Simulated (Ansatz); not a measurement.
# Cl3H3O4SiTi: the cost of one run

Program: Ansatz 0.2.0, Gaussian basis. Level of theory: one geometry, several basis sets. These are calculated values, not measurements.

Levels to be run: PBE0-D4/def2-SVP; ωB97M-V/def2-SVP; PBE0-D4/def2-QZVPP; ωB97M-V/def2-QZVPP; the functionals' def2-TZVPP values are taken from earlier runs.

## 1. The geometry

An earlier PBE0-D4 in a triple-zeta def2 set relaxation fixed the geometry.

SMILES `O[Si](O)(O)[O][Ti]([Cl])([Cl])[Cl]`, 12 atoms, charge 0, spin multiplicity 1.

Atoms are counted from 1 here; the program's logs count them from 0.

Bond lengths: O1–Si2 1.619 Å, O1–H10 0.958 Å, Si2–O3 1.619 Å, Si2–O4 1.626 Å, Si2–O5 1.652 Å, O3–H11 0.958 Å, O4–H12 0.959 Å, O5–Ti6 1.741 Å, Ti6–Cl7 2.176 Å, Ti6–Cl8 2.190 Å, Ti6–Cl9 2.179 Å. Angles: Si2–O1–H10 118.0°, O1–Si2–O3 109.5°, O1–Si2–O4 115.7°, O1–Si2–O5 103.8°, O3–Si2–O4 107.5°, O3–Si2–O5 112.1°, O4–Si2–O5 108.2°, Si2–O3–H11 117.7°, Si2–O4–H12 118.5°, Si2–O5–Ti6 155.6°, O5–Ti6–Cl7 110.2°, O5–Ti6–Cl8 105.7°, O5–Ti6–Cl9 109.5°, Cl7–Ti6–Cl8 110.2°, Cl7–Ti6–Cl9 110.9°, Cl8–Ti6–Cl9 110.1°.

## 2. PBE0-D4 in def2-SVP

Contents of in.yaml:

```yaml
crystal:
  periodic: [false, false, false]
  atoms:
    - {symbol: O, position_ang: [1.013312, 0.567316, -1.888271]}
    - {symbol: Si, position_ang: [0.741556, -0.501882, -0.703442]}
    - {symbol: O, position_ang: [2.131084, -1.229438, -0.301093]}
    - {symbol: O, position_ang: [-0.342523, -1.666713, -1.038527]}
    - {symbol: O, position_ang: [0.143253, 0.419795, 0.529513]}
    - {symbol: Ti, position_ang: [-1.099759, 1.182498, 1.479899]}
    - {symbol: Cl, position_ang: [-0.976833, 3.346121, 1.283244]}
    - {symbol: Cl, position_ang: [-2.999344, 0.454363, 0.667923]}
    - {symbol: Cl, position_ang: [-0.897026, 0.579605, 3.564475]}
    - {symbol: H, position_ang: [1.556285, 0.291549, -2.627845]}
    - {symbol: H, position_ang: [2.077573, -2.070283, 0.155737]}
    - {symbol: H, position_ang: [-1.270577, -1.428333, -1.087612]}
basis:
  gaussian: {orbitals: def2-SVP}
hamiltonian: {xc: pbe0, dispersion: d4}
output: {orbitals: {seedname: orbitals}}
```

Command:

```bash
$ ansatz run in.yaml --threads 4 --pin off --events-out ev --progress --plain --max-ram 66560MiB --backend cpu
```

**Question.** How long does this run take on 4 threads of AMD EPYC 7R13, shared host, and how much memory does it need?

About 3.9 s, with a peak of 0.64 GiB.
